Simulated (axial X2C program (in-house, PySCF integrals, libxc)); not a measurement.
# A two-component session on TeB⁻: properties at the nuclei

Wanted for TeB⁻: properties at the nuclei, at the two-component level.

Computed with an in-house X2C program for linear molecules on PySCF integrals. Level: two-component X2C with atomic mean-field terms, Te dyall-acv3z, B dyall-av3z.

All values are calculated.

**1. The job**

Contents of task.json:

```json
{"zs": [52, 5], "q": -1, "bas": ["dyall-acv3z", "dyall-av3z"], "r0": 2.06, "levels": ["PBE0", "HF", "r2SCAN", "PBE", "BHandHLYP"], "nst": 3}
```

Keys: zs atomic numbers; q charge; bas basis sets; r0 starting distance in Å; levels methods (HF also brings MP2); nst determinants followed.

Command:

```bash
$ python soeom.py task.json out
```

The runs that follow: Expectation values, lowest determinant; Expectation values, a higher determinant; Expectation values, a higher determinant.

**Question.** What will these runs give? Wanted: lowest determinant; qzz Te; qzz B; higher determinant; Eeff magnitude; Ws magnitude Te; A∥/gI Te (for each run or level that gives them).

As calculated:

```
                                        quantity                                           value
                              lowest determinant                            Ω = 0 (closed shell)
                             qzz Te (a.u.), PBE0                                           -0.15
                              qzz B (a.u.), PBE0                                           -0.43
                              higher determinant  Ω = 2 (excess of +ω over −ω: ω = 1/2, ω = 3/2)
Eeff magnitude (GV/cm), PBE0, higher determinant                                            2.41
 Ws magnitude Te (kHz), PBE0, higher determinant                                           0.758
        A∥/gI Te (MHz), PBE0, higher determinant                                             153
         qzz Te (a.u.), PBE0, higher determinant                                            4.43
                              higher determinant       Ω = 1 (excess of +ω over −ω: 2 × ω = 1/2)
Eeff magnitude (GV/cm), PBE0, higher determinant                                            2.02
 Ws magnitude Te (kHz), PBE0, higher determinant                                            1.06
        A∥/gI Te (MHz), PBE0, higher determinant                                             333
         qzz Te (a.u.), PBE0, higher determinant                                            5.48
```

What this shows: The expectation values come from single determinants, which for open shells can mix terms of unlike spin or miss the lowest Ω, so a determinant need not be a state. Eeff is the effective electric field on the electron dipole moment in this Ω state and Ws the scalar–pseudoscalar constant (defined with the proton number Z and per Ω); A∥ is the parallel hyperfine constant, which follows by multiplying with the nuclear g factor gI = μI/(I μN); qzz is the electric field gradient, eQq0 = 234.96 MHz × Q/barn × qzz. The operators were transformed with the bare-nucleus X2C matrices.
